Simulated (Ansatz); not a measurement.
CH6SSiSn, SMILES C1[SiH2][SnH2][S]1: an atomisation energy, run with the Ansatz DFT code, driven from Python.

Script `run_tae.py`:
```python
# -*- coding: utf-8 -*-
"""Atomisation energy of CH6SSiSn at the given geometry."""

from collections import Counter

import ansatz


def total_energy(molecule, charge=0, unpaired=0):
    calc = (
        molecule.calculation()
        .basis(gaussian="def2-SVP")
        .functional("B3LYP", dispersion="d4")
    )
    if charge:
        calc = calc.charge(charge)
    if unpaired:
        calc = calc.spin("collinear", total=unpaired)
    return calc.run().report["free_energy_ev"]

ch6ssisn = (
    ansatz.Crystal.molecule()
    .atom("C", (-1.1823, 0.4735, -0.5613))
    .atom("Si", (-0.3581, -1.049, -0.0208))
    .atom("Sn", (1.5239, 0.3548, 0.5855))
    .atom("S", (0.005, 1.9312, -0.2674))
    .atom("H", (-1.4669, 0.4502, -1.6724))
    .atom("H", (-2.1599, 0.677, 0.0148))
    .atom("H", (-0.9763, -1.6576, 1.152))
    .atom("H", (-0.0153, -1.9227, -1.1547))
    .atom("H", (1.7792, 0.5242, 2.3716))
    .atom("H", (2.9339, 0.1673, -0.4443))
)

# unpaired electrons of the ground-state atoms
unpaired = {"C": 2, "Si": 2, "Sn": 2, "S": 2, "H": 1}
counts = Counter(site.symbol for site in ch6ssisn.cartesian_sites)
atom_energy = {s: total_energy(ansatz.Crystal.molecule().atom(s, (0, 0, 0)), 0, unpaired[s]) for s in counts}
whole = total_energy(ch6ssisn, 0, 0)
for s, e in atom_energy.items():
    print(f"{s:2s} x{counts[s]}  {e:14.5f} eV")
print(f"CH6SSiSn: {whole:.5f} eV")
split = sum(counts[s] * e for s, e in atom_energy.items()) - whole
print(f"atomisation energy (no zero-point term): {96.485332 * split:.1f} kJ/mol, {split / sum(counts.values()):.3f} eV an atom")
```

What does it cost to take this molecule apart into atoms?

2923.3 kJ/mol from the electronic energies, without the zero-point term.

The output:

```console
$ python run_tae.py
C  x1     -1028.97301 eV
Si x1     -7872.08217 eV
Sn x1     -5832.00832 eV
S  x1    -10830.00002 eV
H  x6       -13.63995 eV
CH6SSiSn: -25675.20094 eV
atomisation energy (no zero-point term): 2923.3 kJ/mol, 3.030 eV an atom
```

What to keep in mind:
- Total energies depend on the basis set; only differences at equal settings carry meaning.
- The geometry is a force-field or estimated start, not a minimum of this method, and the basis set is short of its limit. All parts are taken at fixed geometry, without zero-point energy.
- def2 sets replace the cores of elements past krypton by effective core potentials.
- b3lyp holds the VWN-RPA fit, as in Gaussian; the form of ORCA and Turbomole is b3lyp5.
- The spin-orbit lowering of heavy atoms is left out.
- The whole script took 6.5 s on 1 thread of Arm Neoverse V1 (shared host), peak memory 0.3 GiB.

(A comment or docstring line of the script was reworded after the run, the code is as it ran; lines on the test bed's own set-up are left out of the output.)
